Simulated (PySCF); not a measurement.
**C₄H₅FGe: NMR shifts at several levels of theory**

Aim: compute the NMR shifts of C₄H₅FGe (`F[C]1=CC=[CH][GeH2]1`) at several levels, and see how far they spread and what each costs.

The runs use PySCF 2.14.0, with density-fitted response routines of our own; the level of theory stands in each step. All values are computed, except where a source is named. Atoms count from 0, in the outputs and in this text.

## 1. The starting structure

11 atoms, charge 0, multiplicity 1; geometry from: PBE0-D3(BJ)/def2-SVP.

Bonds of the start (Å): F0–C1 1.33, C1–C2 1.34, C2–C3 1.47, C3–C4 1.35, C4–Ge5 1.94, Ge5–C1 1.96, C2–H6 1.09, C3–H7 1.10, C4–H8 1.09, Ge5–H9 1.54, Ge5–H10 1.54.

## 2. Shielding tensors: HF/pcSseg-1

Job settings and geometry (Å):

```
{"job": {"kind": "nmr", "xc": "HF", "basis": "pcSseg-1", "pop": false}, "charge": 0, "multiplicity": 1}
F     -2.231466     1.389789    -0.612228
C     -1.132781     0.699272    -0.336376
C      0.059615     1.265860    -0.084046
C      1.160810     0.328394     0.204595
C      0.919268    -0.999704     0.197349
Ge    -0.954978    -1.253811    -0.224821
H      0.214404     2.348430    -0.088871
H      2.152974     0.740647     0.419733
H      1.690087    -1.743088     0.405120
H     -1.809774    -1.869106     0.893170
H     -1.244981    -1.957754    -1.558740
```

Method: GIAO HF/pcSseg-1 NMR shielding, non-relativistic, gas phase.

Started as:

```console
OMP_NUM_THREADS=1 python probes_run.py task.json out
```

One launch serves the whole session: the jobs run in the order shown.

The program printed:

```text
final grid: 96336 points
cycle   1  E = -2328.7339551595  dE =  5.461e-01  |g| = 6.872e-01  |ddm| = 3.158e+00
cycle   2  E = -2328.8145870543  dE = -8.063e-02  |g| = 3.847e-01  |ddm| = 6.842e-01
cycle   3  E = -2328.8346279533  dE = -2.004e-02  |g| = 7.242e-02  |ddm| = 2.616e-01
cycle   4  E = -2328.8365356276  dE = -1.908e-03  |g| = 1.355e-02  |ddm| = 1.165e-01
cycle   5  E = -2328.8366280216  dE = -9.239e-05  |g| = 5.070e-03  |ddm| = 2.608e-02
cycle   6  E = -2328.8366402633  dE = -1.224e-05  |g| = 1.959e-03  |ddm| = 7.031e-03
cycle   7  E = -2328.8366437228  dE = -3.460e-06  |g| = 7.382e-04  |ddm| = 4.479e-03
cycle   8  E = -2328.8366443270  dE = -6.042e-07  |g| = 3.815e-04  |ddm| = 1.863e-03
cycle   9  E = -2328.8366445140  dE = -1.870e-07  |g| = 1.515e-04  |ddm| = 1.174e-03
cycle  10  E = -2328.8366445525  dE = -3.853e-08  |g| = 5.128e-05  |ddm| = 6.383e-04
cycle  11  E = -2328.8366445548  dE = -2.273e-09  |g| = 1.856e-05  |ddm| = 1.366e-04
cycle  12  E = -2328.8366445550  dE = -2.365e-10  |g| = 6.129e-06  |ddm| = 4.523e-05
converged SCF energy = -2328.8366445550

GIAO shielding tensors (ppm)
atom      isotropic    diamagn.    paramagn.     s11        s22        s33       span
  0 F      349.983     474.492    -124.509    243.797    307.335    498.818    255.021
  1 C        7.011     254.280    -247.269   -114.262     57.438     77.857    192.119
  2 C       62.884     256.704    -193.820    -63.023    101.388    150.288    213.311
  3 C       34.870     254.736    -219.866   -107.864     57.365    155.108    262.971
  4 C       70.810     259.350    -188.540    -58.998     93.406    178.022    237.020
  5 Ge    1661.227    2752.255   -1091.028   1620.669   1631.039   1731.974    111.305
  6 H       25.349      30.188      -4.839     22.281     23.728     30.038      7.757
  7 H       24.785      30.408      -5.623     22.238     22.995     29.120      6.882
  8 H       25.955      31.127      -5.172     24.201     25.923     27.740      3.539
  9 H       27.313      27.579      -0.266     21.431     21.804     38.705     17.274
 10 H       27.310      27.557      -0.247     21.432     21.801     38.698     17.266
```

Run time: 6.5 s. Hardware: 1 thread of Arm Neoverse V2, shared host; peak memory 0.86 GiB.

Shifts follow as δ = σ(reference) − σ, with reference shieldings (ppm) from runs at the same level and on the same kind of geometry: 1H TMS 31.69, 13C TMS 190.8, 19F CFCl3 246.4, 73Ge GeMe4 1498. The references are single molecules in the gas phase, so shifts against H2O, NH3, PH3, H3PO4 or CFCl3 are not on the usual liquid scales and can be off by tens of ppm. Atoms listed in one row are averaged.

```tsv
atoms	environment	σ (ppm)	δ (ppm)
C1	fully substituted alkene carbon	7.0	183.8
C3	alkene CH	34.9	156.0
C2	alkene CH	62.9	128.0
C4	alkene CH	70.8	120.0
H7	hydrogen on an alkene CH	24.78	6.90
H6	hydrogen on an alkene CH	25.35	6.34
H8	hydrogen on an alkene CH	25.95	5.73
H9, H10	hydrogen on a germanium bonded to 2 C, in a 5-membered ring	27.31	4.37
F0	vinylic fluorine	350.0	-103.6
Ge5	germanium bonded to 2 C, 2 H, in a 5-membered ring	1661	-163
```

Ring of atoms C1, C2, C3, C4, Ge5: NICS(0) -0.6, NICS(1) -1.5, NICS(1)zz 4.0 ppm (means of both faces).

## 3. NMR shieldings: LDA/pcSseg-1

Same as in step 2 but for these lines:

```diff
@@ -1,2 +1,2 @@
-{"job": {"kind": "nmr", "xc": "HF", "basis": "pcSseg-1", "pop": false}, "charge": 0, "multiplicity": 1}
+{"job": {"kind": "nmr", "xc": "LDA", "basis": "pcSseg-1", "pop": false}, "charge": 0, "multiplicity": 1}
 F     -2.231466     1.389789    -0.612228
```

With the program's defaults for keys left out, this is: GIAO LDA/pcSseg-1 NMR shielding, non-relativistic, gas phase.

The program printed:

```text
coarse grid: 45800 points
cycle   1  E = -2326.6437937699  dE =  5.954e-02  |g| = 1.281e+00  |ddm| = 3.347e+00
cycle   2  E = -2326.3226178812  dE =  3.212e-01  |g| = 1.742e+00  |ddm| = 1.759e+00
cycle   3  E = -2326.7073575044  dE = -3.847e-01  |g| = 5.199e-01  |ddm| = 1.600e+00
cycle   4  E = -2326.7832932666  dE = -7.594e-02  |g| = 1.877e-01  |ddm| = 6.390e-01
cycle   5  E = -2326.7906444968  dE = -7.351e-03  |g| = 5.936e-02  |ddm| = 2.211e-01
cycle   6  E = -2326.7913337290  dE = -6.892e-04  |g| = 3.250e-02  |ddm| = 7.650e-02
cycle   7  E = -2326.7915929349  dE = -2.592e-04  |g| = 8.932e-03  |ddm| = 2.963e-02
cycle   8  E = -2326.7916083212  dE = -1.539e-05  |g| = 2.783e-03  |ddm| = 8.764e-03
cycle   9  E = -2326.7916101677  dE = -1.846e-06  |g| = 6.596e-04  |ddm| = 3.329e-03
final grid: 96336 points
cycle  10  E = -2326.7915791214  dE =  3.162e-07  |g| = 1.378e-03  |ddm| = 2.054e-03
cycle  11  E = -2326.7915773082  dE =  1.813e-06  |g| = 3.154e-03  |ddm| = 3.728e-03
cycle  12  E = -2326.7915795065  dE = -2.198e-06  |g| = 4.416e-04  |ddm| = 2.665e-03
cycle  13  E = -2326.7915795564  dE = -4.989e-08  |g| = 9.018e-05  |ddm| = 4.034e-04
cycle  14  E = -2326.7915795583  dE = -1.935e-09  |g| = 2.027e-05  |ddm| = 9.799e-05
cycle  15  E = -2326.7915795584  dE = -6.276e-11  |g| = 1.022e-05  |ddm| = 2.486e-05
converged SCF energy = -2326.7915795584

GIAO shielding tensors (ppm)
atom      isotropic    diamagn.    paramagn.     s11        s22        s33       span
  0 F      255.700     472.248    -216.548    109.622    199.155    458.324    348.703
  1 C      -13.154     253.885    -267.039    -91.280     14.808     37.011    128.291
  2 C       50.674     257.222    -206.548    -51.239     71.586    131.674    182.913
  3 C       23.818     254.503    -230.685    -88.194     24.526    135.122    223.315
  4 C       52.422     258.069    -205.646    -49.701     54.676    152.293    201.994
  5 Ge    1452.185    2755.181   -1302.996   1388.757   1413.163   1554.634    165.877
  6 H       24.599      29.678      -5.079     21.979     23.746     28.073      6.094
  7 H       23.902      29.607      -5.704     22.202     22.448     27.058      4.856
  8 H       24.928      29.973      -5.045     23.662     25.092     26.030      2.368
  9 H       25.834      26.849      -1.015     20.002     20.490     37.008     17.006
 10 H       25.831      26.822      -0.992     20.003     20.487     37.003     17.000
```

It took 16 s on 1 thread of Arm Neoverse V2, shared host; peak memory 0.75 GiB.

In short: δ C1 193.9, C3 156.9, C2 130.0, C4 128.3, H7 6.93, H6 6.23 ppm.

## 4. Nuclear shieldings: PBE/pcSseg-1

Same as in step 3 but for these lines:

```diff
@@ -1,2 +1,2 @@
-{"job": {"kind": "nmr", "xc": "LDA", "basis": "pcSseg-1", "pop": false}, "charge": 0, "multiplicity": 1}
+{"job": {"kind": "nmr", "xc": "PBE", "basis": "pcSseg-1", "pop": false}, "charge": 0, "multiplicity": 1}
 F     -2.231466     1.389789    -0.612228
```

With the program's defaults for keys left out, this is: GIAO PBE/pcSseg-1 NMR shielding, non-relativistic, gas phase.

The program printed:

```text
coarse grid: 45800 points
cycle   1  E = -2331.2344648745  dE =  7.134e-02  |g| = 1.216e+00  |ddm| = 3.351e+00
cycle   2  E = -2330.9437855637  dE =  2.907e-01  |g| = 1.665e+00  |ddm| = 1.749e+00
cycle   3  E = -2331.3075169760  dE = -3.637e-01  |g| = 4.649e-01  |ddm| = 1.525e+00
cycle   4  E = -2331.3676066847  dE = -6.009e-02  |g| = 1.771e-01  |ddm| = 5.870e-01
cycle   5  E = -2331.3745368647  dE = -6.930e-03  |g| = 5.222e-02  |ddm| = 2.032e-01
cycle   6  E = -2331.3750400954  dE = -5.032e-04  |g| = 2.631e-02  |ddm| = 6.271e-02
cycle   7  E = -2331.3752000322  dE = -1.599e-04  |g| = 8.660e-03  |ddm| = 2.479e-02
cycle   8  E = -2331.3752152058  dE = -1.517e-05  |g| = 2.594e-03  |ddm| = 8.576e-03
cycle   9  E = -2331.3752169304  dE = -1.725e-06  |g| = 6.399e-04  |ddm| = 3.218e-03
final grid: 96336 points
cycle  10  E = -2331.3751949254  dE =  2.645e-07  |g| = 1.268e-03  |ddm| = 2.031e-03
cycle  11  E = -2331.3751934132  dE =  1.512e-06  |g| = 2.869e-03  |ddm| = 3.484e-03
cycle  12  E = -2331.3751952658  dE = -1.853e-06  |g| = 3.907e-04  |ddm| = 2.463e-03
cycle  13  E = -2331.3751953042  dE = -3.847e-08  |g| = 7.275e-05  |ddm| = 3.540e-04
cycle  14  E = -2331.3751953054  dE = -1.194e-09  |g| = 1.507e-05  |ddm| = 7.153e-05
cycle  15  E = -2331.3751953054  dE = -2.728e-11  |g| = 8.703e-06  |ddm| = 1.982e-05
converged SCF energy = -2331.3751953054

GIAO shielding tensors (ppm)
atom      isotropic    diamagn.    paramagn.     s11        s22        s33       span
  0 F      255.594     472.664    -217.070    115.492    200.602    450.688    335.196
  1 C       -6.062     254.093    -260.156    -81.449     19.858     43.404    124.853
  2 C       55.454     255.904    -200.451    -43.594     77.014    132.941    176.535
  3 C       29.203     253.277    -224.074    -80.854     33.253    135.211    216.065
  4 C       59.111     257.538    -198.427    -39.997     63.644    153.686    193.683
  5 Ge    1483.405    2754.974   -1271.569   1434.952   1441.857   1573.408    138.456
  6 H       25.060      30.367      -5.307     22.377     24.297     28.506      6.129
  7 H       24.332      30.248      -5.916     22.514     22.997     27.483      4.969
  8 H       25.475      30.690      -5.215     24.263     25.723     26.440      2.177
  9 H       26.538      27.450      -0.912     20.822     21.216     37.576     16.755
 10 H       26.535      27.422      -0.887     20.822     21.212     37.571     16.748
```

It took 18 s on 1 thread of Arm Neoverse V2, shared host; peak memory 0.95 GiB.

This run: δ C1 186.1, C3 150.8, C2 124.6, C4 120.9, H7 6.87, H6 6.14 ppm.

## 5. Shielding tensors: BLYP/pcSseg-1

Same as in step 4 but for these lines:

```diff
@@ -1,2 +1,2 @@
-{"job": {"kind": "nmr", "xc": "PBE", "basis": "pcSseg-1", "pop": false}, "charge": 0, "multiplicity": 1}
+{"job": {"kind": "nmr", "xc": "BLYP", "basis": "pcSseg-1", "pop": false}, "charge": 0, "multiplicity": 1}
 F     -2.231466     1.389789    -0.612228
```

With the program's defaults for keys left out, this is: GIAO BLYP/pcSseg-1 NMR shielding, non-relativistic, gas phase.

The program printed:

```text
coarse grid: 45800 points
cycle   1  E = -2331.8160351121  dE =  8.100e-02  |g| = 1.262e+00  |ddm| = 3.350e+00
cycle   2  E = -2331.4906944186  dE =  3.253e-01  |g| = 1.758e+00  |ddm| = 1.866e+00
cycle   3  E = -2331.9043206585  dE = -4.136e-01  |g| = 4.648e-01  |ddm| = 1.601e+00
cycle   4  E = -2331.9627297926  dE = -5.841e-02  |g| = 1.883e-01  |ddm| = 5.904e-01
cycle   5  E = -2331.9706862604  dE = -7.956e-03  |g| = 5.762e-02  |ddm| = 2.171e-01
cycle   6  E = -2331.9712971607  dE = -6.109e-04  |g| = 2.627e-02  |ddm| = 6.498e-02
cycle   7  E = -2331.9714473675  dE = -1.502e-04  |g| = 9.547e-03  |ddm| = 2.490e-02
cycle   8  E = -2331.9714664587  dE = -1.909e-05  |g| = 2.773e-03  |ddm| = 9.468e-03
cycle   9  E = -2331.9714684966  dE = -2.038e-06  |g| = 7.536e-04  |ddm| = 3.565e-03
final grid: 96336 points
cycle  10  E = -2331.9714079223  dE =  4.251e-07  |g| = 1.590e-03  |ddm| = 2.387e-03
cycle  11  E = -2331.9714054530  dE =  2.469e-06  |g| = 3.657e-03  |ddm| = 4.375e-03
cycle  12  E = -2331.9714084527  dE = -3.000e-06  |g| = 4.873e-04  |ddm| = 3.116e-03
cycle  13  E = -2331.9714085130  dE = -6.025e-08  |g| = 8.783e-05  |ddm| = 4.370e-04
cycle  14  E = -2331.9714085146  dE = -1.678e-09  |g| = 1.853e-05  |ddm| = 8.603e-05
cycle  15  E = -2331.9714085147  dE = -4.457e-11  |g| = 1.050e-05  |ddm| = 2.405e-05
converged SCF energy = -2331.9714085147

GIAO shielding tensors (ppm)
atom      isotropic    diamagn.    paramagn.     s11        s22        s33       span
  0 F      256.939     473.507    -216.569    118.774    205.788    446.254    327.479
  1 C      -12.775     254.054    -266.829    -89.557     13.146     38.086    127.643
  2 C       50.545     255.530    -204.984    -49.558     72.962    128.232    177.790
  3 C       24.173     252.786    -228.613    -87.650     29.897    130.271    217.921
  4 C       53.907     257.045    -203.138    -46.690     59.863    148.547    195.237
  5 Ge    1463.478    2754.746   -1291.268   1415.334   1421.178   1553.922    138.588
  6 H       25.320      30.545      -5.225     22.668     24.662     28.629      5.961
  7 H       24.611      30.412      -5.801     22.805     23.340     27.687      4.881
  8 H       25.774      30.767      -4.992     24.658     26.011     26.654      1.997
  9 H       26.765      27.890      -1.126     21.124     21.480     37.690     16.566
 10 H       26.762      27.856      -1.094     21.125     21.476     37.684     16.559
```

Run time: 18 s. Hardware: 1 thread of Arm Neoverse V2, shared host; peak memory 0.95 GiB.

Key values: δ C1 188.1, C3 151.1, C2 124.8, C4 121.4, H7 6.75, H6 6.04 ppm.

## 6. Nuclear shieldings: BP86/pcSseg-1

Same as in step 5 but for these lines:

```diff
@@ -1,2 +1,2 @@
-{"job": {"kind": "nmr", "xc": "BLYP", "basis": "pcSseg-1", "pop": false}, "charge": 0, "multiplicity": 1}
+{"job": {"kind": "nmr", "xc": "BP86", "basis": "pcSseg-1", "pop": false}, "charge": 0, "multiplicity": 1}
 F     -2.231466     1.389789    -0.612228
```

Level: GIAO BP86/pcSseg-1 NMR shielding, non-relativistic, gas phase.

The program printed:

```text
coarse grid: 45800 points
cycle   1  E = -2332.1155310051  dE =  7.392e-02  |g| = 1.213e+00  |ddm| = 3.344e+00
cycle   2  E = -2331.8284575773  dE =  2.871e-01  |g| = 1.663e+00  |ddm| = 1.720e+00
cycle   3  E = -2332.1896282223  dE = -3.612e-01  |g| = 4.567e-01  |ddm| = 1.504e+00
cycle   4  E = -2332.2475530358  dE = -5.792e-02  |g| = 1.760e-01  |ddm| = 5.788e-01
cycle   5  E = -2332.2544456079  dE = -6.893e-03  |g| = 5.164e-02  |ddm| = 2.019e-01
cycle   6  E = -2332.2549395707  dE = -4.940e-04  |g| = 2.518e-02  |ddm| = 6.086e-02
cycle   7  E = -2332.2550843019  dE = -1.447e-04  |g| = 8.469e-03  |ddm| = 2.386e-02
cycle   8  E = -2332.2550988762  dE = -1.457e-05  |g| = 2.562e-03  |ddm| = 8.389e-03
cycle   9  E = -2332.2551005615  dE = -1.685e-06  |g| = 6.256e-04  |ddm| = 3.169e-03
final grid: 96336 points
cycle  10  E = -2332.2550504517  dE =  4.012e-07  |g| = 1.266e-03  |ddm| = 1.944e-03
cycle  11  E = -2332.2550491034  dE =  1.348e-06  |g| = 2.867e-03  |ddm| = 3.458e-03
cycle  12  E = -2332.2550508826  dE = -1.779e-06  |g| = 3.934e-04  |ddm| = 2.461e-03
cycle  13  E = -2332.2550508873  dE = -4.660e-09  |g| = 7.159e-05  |ddm| = 3.540e-04
cycle  14  E = -2332.2550508884  dE = -1.123e-09  |g| = 1.533e-05  |ddm| = 7.025e-05
cycle  15  E = -2332.2550508885  dE = -3.320e-11  |g| = 8.540e-06  |ddm| = 1.980e-05
converged SCF energy = -2332.2550508885

GIAO shielding tensors (ppm)
atom      isotropic    diamagn.    paramagn.     s11        s22        s33       span
  0 F      258.351     472.762    -214.411    119.253    204.042    451.758    332.505
  1 C       -6.475     254.304    -260.779    -81.844     19.782     42.637    124.481
  2 C       55.147     256.448    -201.301    -43.720     76.511    132.651    176.371
  3 C       28.941     253.860    -224.919    -81.103     33.123    134.803    215.905
  4 C       58.726     258.077    -199.351    -40.196     63.363    153.009    193.205
  5 Ge    1475.285    2755.131   -1279.847   1425.102   1434.253   1566.499    141.398
  6 H       25.133      30.335      -5.202     22.493     24.347     28.559      6.066
  7 H       24.415      30.242      -5.828     22.614     23.100     27.530      4.916
  8 H       25.551      30.671      -5.120     24.340     25.793     26.520      2.180
  9 H       26.549      27.494      -0.945     20.839     21.230     37.578     16.738
 10 H       26.546      27.465      -0.919     20.840     21.226     37.572     16.732
```

Wall time 18 s (1 thread of Arm Neoverse V2, shared host); peak memory 0.95 GiB.

This run: δ C1 186.2, C3 150.8, C2 124.6, C4 121.0, H7 6.85, H6 6.13 ppm.

## 7. Nuclear shieldings: OPBE/pcSseg-1

Same as in step 6 but for these lines:

```diff
@@ -1,2 +1,2 @@
-{"job": {"kind": "nmr", "xc": "BP86", "basis": "pcSseg-1", "pop": false}, "charge": 0, "multiplicity": 1}
+{"job": {"kind": "nmr", "xc": "OPBE", "basis": "pcSseg-1", "pop": false}, "charge": 0, "multiplicity": 1}
 F     -2.231466     1.389789    -0.612228
```

With the program's defaults for keys left out, this is: GIAO OPBE/pcSseg-1 NMR shielding, non-relativistic, gas phase.

The program printed:

```text
coarse grid: 45800 points
cycle   1  E = -2332.3485250499  dE =  3.772e-02  |g| = 9.691e-01  |ddm| = 3.352e+00
cycle   2  E = -2332.1485256960  dE =  2.000e-01  |g| = 1.309e+00  |ddm| = 1.510e+00
cycle   3  E = -2332.4007288716  dE = -2.522e-01  |g| = 3.946e-01  |ddm| = 1.279e+00
cycle   4  E = -2332.4437551245  dE = -4.303e-02  |g| = 1.628e-01  |ddm| = 5.226e-01
cycle   5  E = -2332.4500347615  dE = -6.280e-03  |g| = 3.630e-02  |ddm| = 1.732e-01
cycle   6  E = -2332.4502554804  dE = -2.207e-04  |g| = 1.966e-02  |ddm| = 4.417e-02
cycle   7  E = -2332.4503455801  dE = -9.010e-05  |g| = 6.784e-03  |ddm| = 1.918e-02
cycle   8  E = -2332.4503553791  dE = -9.799e-06  |g| = 2.110e-03  |ddm| = 6.990e-03
final grid: 96336 points
cycle   9  E = -2332.4503894583  dE =  4.677e-06  |g| = 4.874e-03  |ddm| = 6.973e-03
cycle  10  E = -2332.4503588254  dE =  3.063e-05  |g| = 1.199e-02  |ddm| = 1.498e-02
cycle  11  E = -2332.4503950030  dE = -3.618e-05  |g| = 1.425e-03  |ddm| = 1.071e-02
cycle  12  E = -2332.4503955009  dE = -4.979e-07  |g| = 1.939e-04  |ddm| = 1.160e-03
cycle  13  E = -2332.4503955107  dE = -9.849e-09  |g| = 7.071e-05  |ddm| = 2.680e-04
cycle  14  E = -2332.4503955118  dE = -1.080e-09  |g| = 2.363e-05  |ddm| = 8.339e-05
cycle  15  E = -2332.4503955120  dE = -1.464e-10  |g| = 1.888e-06  |ddm| = 2.059e-05
converged SCF energy = -2332.4503955120

GIAO shielding tensors (ppm)
atom      isotropic    diamagn.    paramagn.     s11        s22        s33       span
  0 F      260.983     472.402    -211.419    126.731    203.702    452.515    325.784
  1 C        8.759     254.731    -245.972    -63.434     33.932     55.779    119.212
  2 C       65.532     255.210    -189.678    -29.601     86.147    140.050    169.651
  3 C       40.352     252.862    -212.511    -65.622     45.139    141.539    207.160
  4 C       69.970     257.618    -187.649    -24.568     73.864    160.613    185.181
  5 Ge    1499.192    2756.200   -1257.008   1456.023   1457.158   1584.395    128.372
  6 H       25.042      30.593      -5.551     22.292     24.160     28.673      6.381
  7 H       24.268      30.482      -6.214     22.374     22.936     27.493      5.119
  8 H       25.444      31.087      -5.643     24.216     25.679     26.438      2.223
  9 H       26.700      27.205      -0.505     21.014     21.397     37.690     16.676
 10 H       26.697      27.177      -0.479     21.014     21.393     37.684     16.670
```

Run time: 18 s. Hardware: 1 thread of Arm Neoverse V2, shared host; peak memory 0.95 GiB.

In short: δ C1 176.4, C3 144.8, C2 119.6, C4 115.2, H7 6.96, H6 6.19 ppm.

## 8. Shielding tensors: KT2/pcSseg-1

Same as in step 7 but for these lines:

```diff
@@ -1,2 +1,2 @@
-{"job": {"kind": "nmr", "xc": "OPBE", "basis": "pcSseg-1", "pop": false}, "charge": 0, "multiplicity": 1}
+{"job": {"kind": "nmr", "xc": "KT2", "basis": "pcSseg-1", "pop": false}, "charge": 0, "multiplicity": 1}
 F     -2.231466     1.389789    -0.612228
```

With the program's defaults for keys left out, this is: GIAO KT2/pcSseg-1 NMR shielding, non-relativistic, gas phase.

The program printed:

```text
coarse grid: 45800 points
cycle   1  E = -2344.5115859361  dE =  9.203e-02  |g| = 8.280e-01  |ddm| = 3.271e+00
cycle   2  E = -2344.3125567913  dE =  1.990e-01  |g| = 1.237e+00  |ddm| = 1.536e+00
cycle   3  E = -2344.5833942315  dE = -2.708e-01  |g| = 2.827e-01  |ddm| = 1.201e+00
cycle   4  E = -2344.6015195524  dE = -1.813e-02  |g| = 1.605e-01  |ddm| = 4.270e-01
cycle   5  E = -2344.6083380086  dE = -6.818e-03  |g| = 3.649e-02  |ddm| = 1.798e-01
cycle   6  E = -2344.6085756465  dE = -2.376e-04  |g| = 1.219e-02  |ddm| = 3.690e-02
cycle   7  E = -2344.6086098532  dE = -3.421e-05  |g| = 4.373e-03  |ddm| = 1.332e-02
cycle   8  E = -2344.6086137447  dE = -3.892e-06  |g| = 1.952e-03  |ddm| = 5.050e-03
final grid: 96336 points
cycle   9  E = -2344.6085616142  dE =  6.124e-06  |g| = 5.065e-03  |ddm| = 7.086e-03
cycle  10  E = -2344.6085171879  dE =  4.443e-05  |g| = 1.364e-02  |ddm| = 1.736e-02
cycle  11  E = -2344.6085688128  dE = -5.162e-05  |g| = 6.888e-04  |ddm| = 1.230e-02
cycle  12  E = -2344.6085689408  dE = -1.280e-07  |g| = 1.211e-04  |ddm| = 6.744e-04
cycle  13  E = -2344.6085689442  dE = -3.447e-09  |g| = 5.068e-05  |ddm| = 1.721e-04
cycle  14  E = -2344.6085689449  dE = -6.467e-10  |g| = 1.232e-05  |ddm| = 5.928e-05
converged SCF energy = -2344.6085689449

GIAO shielding tensors (ppm)
atom      isotropic    diamagn.    paramagn.     s11        s22        s33       span
  0 F      266.977     473.587    -206.610    132.955    220.309    447.667    314.711
  1 C        7.197     254.695    -247.498    -60.119     31.998     49.712    109.831
  2 C       65.619     256.755    -191.136    -26.745     86.899    136.702    163.447
  3 C       40.965     254.105    -213.140    -62.113     46.998    138.011    200.124
  4 C       71.504     258.527    -187.023    -21.190     79.224    156.479    177.669
  5 Ge    1548.492    2759.450   -1210.957   1500.916   1519.119   1625.441    124.525
  6 H       25.119      30.377      -5.258     22.551     24.249     28.558      6.007
  7 H       24.463      30.325      -5.861     22.642     22.925     27.822      5.180
  8 H       25.673      30.781      -5.108     24.155     25.771     27.092      2.937
  9 H       26.574      27.456      -0.882     20.897     21.219     37.605     16.708
 10 H       26.571      27.429      -0.858     20.898     21.216     37.600     16.702
```

It took 17 s on 1 thread of Arm Neoverse V2, shared host; peak memory 0.95 GiB.

This run: δ C1 176.0, C3 142.3, C2 117.6, C4 111.7, H7 6.72, H6 6.06 ppm.

[end of part 1 of 2]
